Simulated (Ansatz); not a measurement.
# GdAl: how the settings move a single-point run

Question: which choices in the input matter for GdAl?

Program: Ansatz 0.2.0. Level of theory: reference: DFT, r2SCAN, PAW with Ansatz's default frozen-core files, scalar-relativistic. These are calculated values, not measurements.

### 1 Starting point

The structure is cubic, space group Pm-3m (No. 221). Conventional cell: a = 3.628 Å, b = 3.628 Å, c = 3.628 Å, α = 90.00°, β = 90.00°, γ = 90.00°. Around Gd (site symmetry m-3m) lie 8 Al at 3.14 Å. Al (site symmetry m-3m) has 8 Gd at 3.14 Å as nearest neighbours.

Structure file:

```cif
data_structure
_symmetry_space_group_name_H-M 'Pm-3m'
_symmetry_Int_Tables_number 221
_cell_length_a 3.6280
_cell_length_b 3.6280
_cell_length_c 3.6280
_cell_angle_alpha 90.000
_cell_angle_beta 90.000
_cell_angle_gamma 90.000
_cell_volume 47.75
loop_
_atom_site_label
_atom_site_type_symbol
_atom_site_symmetry_multiplicity
_atom_site_Wyckoff_symbol
_atom_site_fract_x
_atom_site_fract_y
_atom_site_fract_z
_atom_site_occupancy
Gd1 Gd 1 a 0.00000 0.00000 0.00000 1
Al1 Al 1 b 0.50000 0.50000 0.50000 1
```

### 2 Baseline

Input file input.yaml:

```yaml
crystal:
  lattice:
    - [3.62796413, 0.0, 0.0]
    - [0.0, 3.62796413, 0.0]
    - [0.0, 0.0, 7.25592826]
  atoms:
    - { symbol: Gd, position: [0.0, 0.0, 0.0], spin: 7.0 }
    - { symbol: Gd, position: [0.0, 0.0, 0.5], spin: -7.0 }
    - { symbol: Al, position: [0.5, 0.5, 0.25] }
    - { symbol: Al, position: [0.5, 0.5, 0.75] }
magnetization:
  spin_polarized: true
kpoints:
  mp_grid: { grid: [8, 8, 4] }
scf:
  occupations: { method: fermi_dirac, width: 0.05 }
hamiltonian:
  xc: r2scan
  pseudopotentials: { kind: paw }
output:
  forces: true
  stress: true
  eigenvalues: true
  populations: true
  write_density: true
  write_potential: true
  elf: true
  volumetric_format: npy
```

The run is started by

```
$ ansatz run input.yaml --threads 2 --pin off --max-ram 6144MiB --backend cpu --events-out ev --progress --plain --runs-dir out
```

### 3 Changed: ecutwfc 200 eV

Edit input.yaml of step 2 so:

```diff
@@ -24,5 +24,3 @@
   populations: true
-  write_density: true
-  write_potential: true
-  elf: true
-  volumetric_format: npy
+basis:
+  ecutwfc: "200 eV"
```

What does the calculation give? Wanted: for each run, ending; energy change; pressure; abs. moment; force.

The runs gave:

| run | ending | energy change | pressure (GPa) | abs. moment (μB) | force (eV/Å) | cycles | time |
| --- | --- | --- | --- | --- | --- | --- | --- |
| reference | converged | 0 | 0.3 | 15.39 | 0.00 | 15 | 30 s |
| 1: ecutwfc 200 eV | converged | +6.51 eV/atom | 4.9 | 13.80 | 0.00 | 32 | 93 s |

Times don't compare one to one where runs were asked for different outputs or read a saved state (see the inputs); cycles may leave out searches for a lower state.

Residual by cycle in the longest SCF loop of each run; runs are numbered as in the table. The quantity is the density residual dr2, in eV.

| cycle | reference | run 1 |
| --- | --- | --- |
| 1 | 1.31 | 5.16 |
| 4 | 0.0101 | 0.277 |
| 7 | 0.00164 | 0.00385 |
| 9 | 7.7e-5 | 3.4e-4 |
| 12 | 1.8e-6 | 7.8e-6 |
| 15 | 3.4e-9 | 0.0017 |
| 18 | - | 9.0e-5 |
| 21 | - | 0.00248 |
| 24 | - | 0.00174 |
| 26 | - | 1.2e-6 |
| 29 | - | 8.6e-8 |
| 32 | - | 1.3e-8 |

What this shows: Changing the cutoff moves the energy by +6.51 eV/atom, and the pressure goes from 0.3 to 4.9 GPa and the absolute moment goes from 15.39 to 13.80 μB. The log warns that the cutoff is under what these potentials recommend, so the shift is basis error. Run 1 ran under the cutoff that the potentials recommend, as the log warns, so basis error is mixed into its values.
